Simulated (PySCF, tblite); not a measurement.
**C₇H₉N+ (doublet): geometry, infrared bands and EPR parameters**

Wanted: the infrared bands and EPR parameters of C₇H₉N+ (doublet) (`N#C[C@@H]1C[CH+][CH]CC1`), by calculation.

Computed with tblite 0.8.0 and PySCF 2.14.0, with density-fitted response routines of our own, on a single molecule in the gas phase. Atoms count from 0, in the outputs and in this text.

## Step 1: Starting geometry

17 atoms, charge 1, multiplicity 2; geometry from: force field or distance geometry start.

Bonds of the start (Å): N0–C1 1.17, C1–C2 1.44, C2–C3 1.51, C3–C4 1.50, C4–C5 1.49, C5–C6 1.50, C6–C7 1.52, C7–C2 1.52, C2–H8 1.12, C3–H9 1.11, C3–H10 1.11, C4–H11 1.08, C5–H12 1.10, C6–H13 1.12, C6–H14 1.12, C7–H15 1.13, C7–H16 1.10.

## Step 2: Geometry optimisation with GFN2-xTB

Job settings and geometry (Å):

```
{"job": {"kind": "relax", "xc": "GFN2-xTB", "basis": "xTB"}, "charge": 1, "multiplicity": 2}
N      1.878600    -1.416500     1.742600
C      1.383300    -1.073000     0.738000
C      0.786300    -0.645600    -0.504000
C      1.009000     0.836700    -0.715200
C      0.235800     1.536200     0.358900
C     -1.203700     1.196700     0.567700
C     -1.328900    -0.292100     0.699500
C     -0.691600    -0.989800    -0.489900
H      1.272400    -1.158600    -1.368500
H      2.078100     1.069900    -0.557700
H      0.703500     1.164300    -1.730900
H      0.713000     2.296100     0.962500
H     -1.733000     1.568500    -0.323500
H     -0.745700    -0.642600     1.592300
H     -2.405300    -0.581400     0.817000
H     -0.765600    -2.109600    -0.357100
H     -1.193100    -0.747100    -1.441800
```

On the command line:

```sh
$ OMP_NUM_THREADS=1 python probes_run.py task.json out
```

The driver reads the jobs from task.json and runs them one after another.

Output:

```text
step      E/eV     max force
  0    -594.87562    4.328
  1    -594.87431   14.132
  2    -595.42717    3.050
  3    -595.61814    1.901
  4    -595.79131    1.408
  5    -596.02872    1.701
  6    -596.12247    1.340
  7    -596.33487    1.233
  8    -596.44163    1.338
  9    -596.57804    1.298
 10    -596.69304    1.010
 11    -596.78396    0.984
 12    -596.84091    1.489
 13    -596.92849    0.986
 14    -596.98731    0.909
 15    -597.04279    0.493
 16    -597.07688    0.471
 17    -597.11302    0.361
 18    -597.13201    0.387
 19    -597.14727    0.349
 20    -597.16354    0.380
 21    -597.17756    0.380
 22    -597.19114    0.266
 23    -597.20201    0.280
 24    -597.21525    0.301
 25    -597.22797    0.323
 26    -597.23707    0.208
 27    -597.24179    0.179
 28    -597.24541    0.175
 29    -597.24969    0.165
 30    -597.25652    0.109
 31    -597.25855    0.121
 32    -597.25998    0.092
 33    -597.26082    0.074
 34    -597.26150    0.074
 35    -597.26200    0.060
 36    -597.26243    0.053
 37    -597.26283    0.064
 38    -597.26330    0.075
 39    -597.26386    0.065
 40    -597.26447    0.079
 41    -597.26512    0.091
 42    -597.26591    0.095
 43    -597.26696    0.085
 44    -597.26823    0.088
 45    -597.26958    0.087
 46    -597.27097    0.102
 47    -597.27259    0.108
 48    -597.27459    0.116
 49    -597.27676    0.111
 50    -597.27857    0.100
 51    -597.27966    0.069
 52    -597.28029    0.049
 53    -597.28074    0.044
 54    -597.28106    0.046
 55    -597.28129    0.035
 56    -597.28144    0.079
 57    -597.28158    0.028
 58    -597.28169    0.024
 59    -597.28177    0.022
 60    -597.28181    0.016
 61    -597.28186    0.012
 62    -597.28190    0.015
 63    -597.28193    0.013
 64    -597.28196    0.012
 65    -597.28201    0.018
 66    -597.28207    0.019
 67    -597.28213    0.022
 68    -597.28217    0.016
 69    -597.28219    0.012
 70    -597.28220    0.010
 71    -597.28222    0.015
 72    -597.28224    0.019
 73    -597.28225    0.013
 74    -597.28226    0.006
```

Run time: 0.5 s. Hardware: 1 thread of Arm Neoverse V1, shared host.

Relaxation path: (not every step is listed) (the energy doesn't fall at every step)

| step | energy from step 0 (eV) | largest force (eV/Å) |
| --- | --- | --- |
| 0 | 0.0000 | 4.3283 |
| 1 | 0.0013 | 14.1321 |
| 2 | -0.5516 | 3.0504 |
| 3 | -0.7425 | 1.9013 |
| 4 | -0.9157 | 1.4081 |
| 5 | -1.1531 | 1.7011 |
| 6 | -1.2468 | 1.3396 |
| 7 | -1.4592 | 1.2326 |
| 8 | -1.5660 | 1.3379 |
| 14 | -2.1117 | 0.9090 |
| 20 | -2.2879 | 0.3798 |
| 26 | -2.3614 | 0.2083 |
| 32 | -2.3844 | 0.0924 |
| 38 | -2.3877 | 0.0747 |
| 44 | -2.3926 | 0.0875 |
| 50 | -2.4029 | 0.0997 |
| 56 | -2.4058 | 0.0786 |
| 62 | -2.4063 | 0.0152 |
| 68 | -2.4065 | 0.0163 |
| 69 | -2.4066 | 0.0119 |
| 70 | -2.4066 | 0.0100 |
| 71 | -2.4066 | 0.0145 |
| 72 | -2.4066 | 0.0187 |
| 73 | -2.4066 | 0.0134 |
| 74 | -2.4066 | 0.0059 |

Distances of close pairs at the start and the end, largest changes first:

| bond | before (Å) | after (Å) | change (Å) |
| --- | --- | --- | --- |
| C4–C5 | 1.494 | 1.361 | -0.133 |
| C7–H15 | 1.130 | 1.091 | -0.039 |
| C5–C6 | 1.500 | 1.466 | -0.034 |
| N0–C1 | 1.172 | 1.139 | -0.032 |
| C3–C4 | 1.497 | 1.469 | -0.028 |
| C6–H14 | 1.121 | 1.098 | -0.023 |
| C2–H8 | 1.117 | 1.096 | -0.020 |
| C2–C7 | 1.518 | 1.537 | +0.020 |

The final coordinates are the input of the step that follows.

## Step 3: Vibrational analysis with GFN2-xTB

Job settings and geometry (Å):

```
{"job": {"kind": "ir", "xc": "GFN2-xTB", "basis": "xTB"}, "charge": 1, "multiplicity": 2}
N      1.802376    -1.367488     1.837207
C      1.424265    -1.090139     0.798851
C      0.875946    -0.713948    -0.489214
C      1.064194     0.786078    -0.711793
C      0.099914     1.608368     0.031633
C     -0.956406     1.073939     0.703426
C     -1.386665    -0.317009     0.535187
C     -0.618716    -1.068766    -0.545838
H      1.429639    -1.283687    -1.244695
H      2.091970     1.100740    -0.488716
H      0.942769     1.030520    -1.780842
H      0.259002     2.678918     0.026517
H     -1.513660     1.681142     1.405463
H     -1.293873    -0.799670     1.523722
H     -2.466445    -0.363436     0.341952
H     -0.758089    -2.143699    -0.420338
H     -1.003219    -0.799832    -1.532435
```

Output:

```text
mode    cm-1     km/mol
  1      84.3      2.54
  2     135.9      7.64
  3     200.8      5.79
  4     262.5      6.73
  5     316.7      2.49
  6     386.1      6.17
  7     448.2      2.84
  8     546.6      6.27
  9     572.4      3.08
 10     659.2     20.25
 11     707.8     24.98
 12     753.3     11.64
 13     834.1      3.95
 14     844.6     23.09
 15     873.8      5.76
 16     917.4      6.83
 17     933.5     80.52
 18     969.0     21.28
 19     990.7      8.90
 20    1040.8      7.14
 21    1068.3     10.05
 22    1087.2      6.90
 23    1103.2      8.94
 24    1127.4      3.03
 25    1177.4     18.58
 26    1220.0      8.31
 27    1239.8     20.03
 28    1267.0      8.98
 29    1284.7     39.09
 30    1292.2    296.70
 31    1323.3      5.96
 32    1334.8     53.95
 33    1355.1     94.17
 34    1443.5     51.70
 35    1486.0    122.32
 36    2417.5    109.00
 37    2831.7     11.86
 38    2838.5     35.84
 39    2918.3     60.19
 40    2925.3     20.28
 41    2931.5     12.77
 42    2985.4      2.95
 43    3006.1      4.67
 44    3053.2      9.67
 45    3063.9     28.47
```

It took 0.56 s on 1 thread of Arm Neoverse V1, shared host.

The strongest bands and the atoms that carry them (share of the mass-weighted mode):

| cm⁻¹ | km/mol | atoms |
| --- | --- | --- |
| 934 | 80.5 | C6 17 %, C3 17 %, H8 14 % |
| 1292 | 296.7 | H9 16 %, H14 12 %, H10 11 %, C3 10 % |
| 1335 | 54.0 | H9 29 %, H10 20 %, C3 13 % |
| 1355 | 94.2 | H14 21 %, H13 19 %, C6 16 % |
| 1444 | 51.7 | H15 45 %, H16 45 % |
| 1486 | 122.3 | C5 43 %, C4 42 % |
| 2418 | 109.0 | C1 59 %, N0 40 % |
| 2918 | 60.2 | H14 85 % |

## Step 4: EPR parameters: B3LYP/pcH-1

Same as in step 3 but for these lines:

```diff
@@ -1,2 +1,2 @@
-{"job": {"kind": "ir", "xc": "GFN2-xTB", "basis": "xTB"}, "charge": 1, "multiplicity": 2}
+{"job": {"kind": "epr", "basis": "pcH-1"}, "charge": 1, "multiplicity": 2}
 N      1.802376    -1.367488     1.837207
```

With the program's defaults for keys left out, this is: UKS B3LYP, pcH-1 on C H N, non-relativistic, mean-field spin-orbit, GIAO.

Output:

```text
UKS, coarse grid
  cycle   1  E = -326.50583664  |g| = 3.64e-01
  cycle   2  E = -325.70674716  |g| = 1.15e+00
  cycle   3  E = -326.55296955  |g| = 1.99e-01
  cycle   4  E = -326.56993829  |g| = 8.90e-02
  cycle   5  E = -326.57325416  |g| = 4.57e-02
  cycle   6  E = -326.57413386  |g| = 1.81e-02
  cycle   7  E = -326.57432637  |g| = 6.76e-03
  cycle   8  E = -326.57435171  |g| = 1.46e-03
  cycle   9  E = -326.57435327  |g| = 6.73e-04
UKS, final grid
  cycle   1  E = -326.57434314  |g| = 9.52e-04
  cycle   2  E = -326.57434212  |g| = 1.91e-03
  cycle   3  E = -326.57434362  |g| = 3.69e-04
  cycle   4  E = -326.57434369  |g| = 9.81e-05
  cycle   5  E = -326.57434372  |g| = 6.89e-05
  cycle   6  E = -326.57434372  |g| = 1.26e-05
E = -326.57434372 Eh   <S^2> = 0.7524 (exact 0.7500)
g shifts (ppm)      1          2          3
  rmc          -136       -136       -136
  gc              8          3         27
  oz_so         215        470       1136
  total          88        337       1027
hyperfine (MHz)  atom isotope    a_iso     a_fc   dipolar eigenvalues
    0   14N       0.23       0.23     -0.73     -0.54      1.27
    1   13C      -0.66      -0.66     -0.96      0.18      0.77
    2   13C      -1.72      -1.72     -1.06     -0.03      1.09
    3   13C     -15.05     -15.05     -6.06     -3.99     10.05
    4   13C      20.93      20.93    -39.56    -35.83     75.39
    5   13C      16.91      16.91    -36.56    -32.44     69.00
    6   13C     -14.30     -14.30     -6.72     -4.60     11.33
    7   13C      -2.19      -2.19     -1.01     -0.10      1.12
    8    1H       3.22       3.22     -1.68     -1.32      3.00
    9    1H      72.77      72.77     -5.10     -4.27      9.37
   10    1H     158.42     158.42     -6.47     -2.21      8.67
   11    1H     -15.75     -15.75    -17.98     -5.69     23.67
   12    1H     -15.00     -15.00    -16.53     -5.65     22.18
   13    1H     166.05     166.05     -6.33     -2.75      9.08
   14    1H      92.35      92.35     -5.60     -4.68     10.28
   15    1H       2.83       2.83     -1.74     -1.22      2.95
   16    1H       6.63       6.63     -2.59     -1.63      4.22
```

Wall time 79 s (1 thread of Arm Neoverse V1, shared host); peak memory 0.97 GiB.

Principal g values 2.00241, 2.00266, 2.00335; g(iso) = 2.00280, against 2.00232 for a free electron.

Hyperfine couplings, nucleus by nucleus at this fixed geometry (no averaging over rotations):

| nuclei | isotope | a(iso) (MHz) | a(iso) (G, at g = 2.0023) | largest dipolar term (MHz) |
| --- | --- | --- | --- | --- |
| H13 | 1H | 166.0 | 59.2 | 9.1 |
| H10 | 1H | 158.4 | 56.5 | 8.7 |
| H14 | 1H | 92.4 | 33.0 | 10.3 |
| H9 | 1H | 72.8 | 26.0 | 9.4 |
| C4 | 13C | 20.9 | 7.5 | 75.4 |
| C5 | 13C | 16.9 | 6.0 | 69.0 |
| H11 | 1H | -15.8 | -5.6 | 23.7 |
| C3 | 13C | -15.0 | -5.4 | 10.0 |
| H12 | 1H | -15.0 | -5.4 | 22.2 |
| C6 | 13C | -14.3 | -5.1 | 11.3 |
| H16 | 1H | 6.6 | 2.4 | 4.2 |
| H8 | 1H | 3.2 | 1.1 | 3.0 |
| H15 | 1H | 2.8 | 1.0 | 3.0 |
| C7 | 13C | -2.2 | -0.8 | 1.1 |

Mulliken spin populations:

N0 0.01; C1 0.00; C2 0.00; C3 -0.02; C4 0.45; C5 0.40; C6 -0.01; C7 0.00; H8 0.00; H9 0.03; H10 0.06; H11 -0.01; H12 -0.01; H13 0.06; H14 0.03; H15 0.00; H16 0.00

In first order the couplings over 0.8 MHz of 1H give 508 distinct lines over 190.2 G.

Orbitals, density, ELF and potential are computed afterwards from the orbital file.

ELF in a plane through or near 7 of the atoms.

Ten even steps from ' ' (0.00) to '@' (1.00):
```
                                                        
                                                        
                              ....                      
                          ::%%@@%%**                    
                ....    ..**@@@@@@@@--                  
              ++####==..::**@@@@@@%%..                  
              ==##%%##++##**::==**--  ..--::..          
                ::**..  %%%%----@@##**@@@@@@##..        
          ......::####++****++%%##--**@@@@@@@@::        
        ::##%%%%##--++##::  ..==**--**%%%%%%**..        
        ::##%%%%##::::##==::==++##%%++..                
          ::--======####++**##--##::++--                
                ....--++==++**++==####**--              
                  ..##%%##==....--++##**--              
                  ++@@@@%%--        ....                
                  ..**##--                              
                                                        
                                                        
                                                        
                                                        
```
The map spans 10.1 Å across and 10.5 Å up, centred on the molecule. Atoms in the plane (x, y in Å): C2 (0.9, -0.8), C3 (1.3, 0.6), C4 (0.3, 1.6), C5 (-1.0, 1.2), C6 (-1.5, -0.1), H9 (2.3, 0.8), H11 (0.6, 2.6).

log10 of the density (e/Å³) in the same plane.

Ten even steps from ' ' (-4.0) to '@' (1.6):
```
                                                        
                                                        
                        ..::::::::::..                  
                ......::::--======--::..                
            ..::--------==++++**++++--::..              
          ..::====++++++++**####**++==--::::..          
        ..::--==++******####%%##****++====----....      
      ....----==++**########%%######******++==::..      
      ..::--==++++**######**##############++==--::      
    ..::--==++**########**++++**######****++==::..      
    ..::--==++**##%%%%##******######**++====--::..      
      ::::====++******##****####@@##**++==--::..        
      ..::----==++++**********######**++==--::..        
          ..::----==++****++++++****++++==--::          
            ..::::==++++++============----::..          
              ....::--------::::::::::::..              
                  ..............                        
                                                        
                                                        
                                                        
```
The map spans 10.1 Å across and 10.5 Å up, centred on the molecule. Atoms in the plane (x, y in Å): C2 (0.9, -0.8), C3 (1.3, 0.6), C4 (0.3, 1.6), C5 (-1.0, 1.2), C6 (-1.5, -0.1), H9 (2.3, 0.8), H11 (0.6, 2.6).

On the surface of density 0.002 e/bohr³ the electrostatic potential runs, from the 1st to the 99th percentile, from 1.24 V near N0 to 6.08 V near C4.

The spin density lies nearest to C4, C5 about 33 % each; H10, H13 about 6 % each.

## Step 5: Outcome

```
                                 quantity                  value
strongest single infrared mode (GFN2-xTB)  1292 cm⁻¹, 297 km/mol
             zero-point energy (GFN2-xTB)          86.1 kcal/mol
                           g(iso) (B3LYP)                2.00280
                                     ⟨S²⟩     0.752 (exact 0.75)
                           largest a(iso)   1H on H13, 166.0 MHz
```

**Reading.** Relaxing lowered the energy by 2.407 eV in 74 steps; the close pair that moved most is C4–C5, from 1.494 to 1.361 Å. All 45 modes are real, so the xTB geometry is a minimum. The strongest single mode, at 1292 cm⁻¹, has its largest shares on H9, H14, H10 and C3 (the list is cut at 4 atoms). Unscaled tight-binding wavenumbers are off by several per cent, some by more. Its intensities can rank the bands wrongly. The largest spin populations lie on C4 (0.45 e), C5 (0.40 e). The isotropic g lies 0.5 ppt above the free-electron value.
